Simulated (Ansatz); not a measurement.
# C2H10B2S2: how energies converge with the basis set

The task here is to estimate one member of a computed series from the others.

The runs use Ansatz 0.2.0, Gaussian basis; one geometry, several basis sets.

Levels to be run: PBE0-D4/def2-SVP; ωB97M-V/def2-SVP; PBE0-D4/def2-QZVPP; ωB97M-V/def2-QZVPP; the functionals' def2-TZVPP values are taken from earlier runs.

## The geometry

The geometry comes from an earlier relaxation with PBE0-D4 in a triple-zeta def2 set; it is a stationary point, not always the lowest conformer.

SMILES `C[B@H-]1[SH+][B@@H-](C)[SH+]1`, 16 atoms, charge 0, spin multiplicity 1.

Atoms are counted from 1 here; the program's logs count them from 0.

Bond lengths: C1–B2 1.582 Å, C1–H7 1.095 Å, C1–H8 1.095 Å, C1–H9 1.095 Å, B2–S3 1.996 Å, B2–S6 1.975 Å, B2–H10 1.201 Å, S3–B4 1.996 Å, S3–H11 1.342 Å, B4–C5 1.582 Å, B4–S6 1.975 Å, B4–H12 1.201 Å, C5–H13 1.095 Å, C5–H14 1.095 Å, C5–H15 1.095 Å, S6–H16 1.347 Å. Angles: B2–C1–H7 110.6°, B2–C1–H8 113.6°, B2–C1–H9 110.7°, H7–C1–H8 107.2°, H7–C1–H9 107.1°, H8–C1–H9 107.5°, C1–B2–S3 113.8°, C1–B2–S6 114.6°, C1–B2–H10 119.1°, S3–B2–S6 94.7°, S3–B2–H10 106.9°, S6–B2–H10 104.6°, B2–S3–B4 81.9°, B2–S3–H11 100.2°, B4–S3–H11 100.2°, S3–B4–C5 113.8°, S3–B4–S6 94.7°, S3–B4–H12 106.9° and more.

Set-up of the first run:

File in.yaml:

```yaml
crystal:
  periodic: [false, false, false]
  atoms:
    - {symbol: C, position_ang: [-1.574760, 0.019160, 2.040862]}
    - {symbol: B, position_ang: [-0.505724, -0.698871, 1.122607]}
    - {symbol: S, position_ang: [-0.976494, -0.691144, -0.817349]}
    - {symbol: B, position_ang: [0.964109, -0.258207, -0.995524]}
    - {symbol: C, position_ang: [1.270127, 0.872057, -2.058752]}
    - {symbol: S, position_ang: [1.179442, 0.302636, 0.885466]}
    - {symbol: H, position_ang: [-2.501073, -0.562724, 2.079370]}
    - {symbol: H, position_ang: [-1.839300, 1.025243, 1.699907]}
    - {symbol: H, position_ang: [-1.206527, 0.105589, 3.068275]}
    - {symbol: H, position_ang: [-0.158622, -1.815892, 1.394037]}
    - {symbol: H, position_ang: [-0.951417, -2.007976, -1.073888]}
    - {symbol: H, position_ang: [1.550574, -1.303462, -1.068952]}
    - {symbol: H, position_ang: [1.074076, 0.509129, -3.072644]}
    - {symbol: H, position_ang: [2.324561, 1.164166, -2.020200]}
    - {symbol: H, position_ang: [0.671872, 1.778103, -1.918730]}
    - {symbol: H, position_ang: [0.656357, 1.539692, 0.779815]}
basis:
  gaussian: {orbitals: def2-SVP}
hamiltonian: {xc: pbe0, dispersion: d4}
output: {orbitals: {seedname: orbitals}}
```

Launch:

```bash
> ansatz run in.yaml --threads 4 --pin off --events-out ev --progress --plain --max-ram 11315MiB
```

Among the steps run: PBE0-D4 in def2-SVP; ωB97M-V in def2-SVP; PBE0-D4 in def2-QZVPP; ωB97M-V in def2-QZVPP.

One table of the session follows, with a row left open; its other results are not shown here.

It belongs to the step «Density functionals: the series». 

```
functional       basis  HOMO (eV)  LUMO (eV)
   PBE0-D4    def2-SVP      -7.88       0.39
   PBE0-D4  def2-TZVPP          ?          ?
   PBE0-D4  def2-QZVPP      -7.93      -0.22
   ωB97M-V    def2-SVP     -10.00       2.29
   ωB97M-V  def2-TZVPP     -10.06       1.67
   ωB97M-V  def2-QZVPP     -10.07       1.26
```

**Question.** Estimate the row for PBE0-D4, def2-TZVPP.

As computed: HOMO (eV): -7.92; LUMO (eV): -0.03. In the column «HOMO (eV)» it lies between PBE0-D4, def2-QZVPP (-7.93) and PBE0-D4, def2-SVP (-7.88).
